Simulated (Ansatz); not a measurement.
# Ge2Sb2Te5: the cost of one run

Method: DFT LDA, scalar-relativistic, plane waves, PAW, in Ansatz 0.2.0.

## Step 1: The system as given

Symmetry: P-3m1, No. 164, trigonal system. Conventional cell: a = 4.135 Å, b = 4.135 Å, c = 17.335 Å, α = 90.00°, β = 90.00°, γ = 120.00°. Ge (site symmetry 3m) has 3 Te at 2.78 Å and 3 Ge at 2.92 Å in its first shell of neighbours. Sb (site symmetry 3m) has 6 Te at 2.95 to 3.11 Å in its first shell of neighbours. Around Te (site symmetry -3m) lie 6 Sb at 3.11 Å. Around Te (site symmetry 3m) lie 3 Sb at 2.95 Å. Around Te (site symmetry 3m) lie 3 Ge at 2.78 Å.

Structure file:

```
Ge Sb Te
1.0
     4.13494    0.00000    0.00000
    -2.06747    3.58096    0.00000
     0.00000    0.00000   17.33542
Ge Sb Te
2 2 5
Direct
  0.33333 0.66667 0.45144
  0.66667 0.33333 0.54856
  0.33333 0.66667 0.11495
  0.66667 0.33333 0.88505
  0.00000 0.00000 0.00000
  0.33333 0.66667 0.78477
  0.66667 0.33333 0.21523
  0.00000 0.00000 0.36918
  0.00000 0.00000 0.63082
```

## Step 2: Single point: Ge2Sb2Te5, no spin

The input, input.yaml:

```yaml
crystal:
  lattice:
    - [4.1349400957, 0.0, 0.0]
    - [-2.0674700478, 3.580963166, 0.0]
    - [0.0, 0.0, 17.3354223344]
  atoms:
    - { symbol: Ge, position: [0.3333333333, 0.6666666667, 0.451435062] }
    - { symbol: Ge, position: [0.6666666667, 0.3333333333, 0.548564938] }
    - { symbol: Sb, position: [0.3333333333, 0.6666666667, 0.1149472102] }
    - { symbol: Sb, position: [0.6666666667, 0.3333333333, 0.8850527898] }
    - { symbol: Te, position: [0.0, 0.0, 0.0] }
    - { symbol: Te, position: [0.3333333333, 0.6666666667, 0.7847686749] }
    - { symbol: Te, position: [0.6666666667, 0.3333333333, 0.2152313251] }
    - { symbol: Te, position: [0.0, 0.0, 0.3691829141] }
    - { symbol: Te, position: [0.0, 0.0, 0.6308170859] }
scf:
  occupations: { method: gaussian, width: 0.05 }
output:
  forces: true
  stress: false
hamiltonian:
  xc: lda
kpoints:
  mp_grid: { grid: [10, 10, 2] }
```

Started as:

```bash
> ansatz run input.yaml --threads 5 --pin off --max-ram 8192MiB --backend cpu --events-out ev --progress --plain --runs-dir out
```

**Question.** How long does this run take on 5 threads of Intel Xeon at 2.30GHz, shared host, and how much memory does it need?

About 4.3 s, with a peak of 1.1 GiB.
